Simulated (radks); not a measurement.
# O in [He] 2s2 2p4: an all-electron calculation

The task here is to estimate one member of a computed series from the others.

The numbers are computed with radks (a radial shooting solver on a logarithmic mesh, Libxc functionals) version 1 (non-relativistic Kohn-Sham, SCAN, spin-polarised, spherical densities, point nucleus; open shells are filled with parallel spins first), except any that are marked as measured or tabulated.

## The atom as given

| Quantity | Value |
| --- | --- |
| element | oxygen (Z = 8) |
| charge | 0 |
| electrons | 8 |
| configuration | [He] 2s2 2p4 |

Outer shells as boxes (Hund's rule):

O
```
[He] core
2s [↑↓]
2p [↑↓][↑ ][↑ ]
```

Set-up of the first run:

Settings of this run:

```text
Z 8
configuration [He] 2s2 2p4 3s0 3p0
relativity non-relativistic
functional scan,scan
spin polarised
nucleus point
```

Started as:

```sh
> python run_ks.py task.json out
```

The same process makes all the runs of this session.

Among the steps run: Self-consistent calculation.

One table of the session follows, with a row left open; its other results are not shown here.

It belongs to the step «Orbitals and density». From the orbitals of this run (lengths in bohr):

```
  level     <r>  outermost maximum (interpolated)  90 % within
  1s up  0.1998                             0.129        0.358
1s down  0.1990                             0.129        0.356
  2s up   1.123                             0.865         1.80
2s down       ?                                 ?            ?
  2p up   1.212                             0.812         2.10
2p down   1.355                             0.854         2.41
```

Estimate the missing values for 2s down.

The run gave: <r>: 1.166; outermost maximum (interpolated): 0.882; 90 % within: 1.88. In the column «<r>» it lies between 2s up (1.123) and 2p up (1.212).

Caveats from the session: Open shells are spherical and high-spin; term and fine-structure splittings are not resolved.
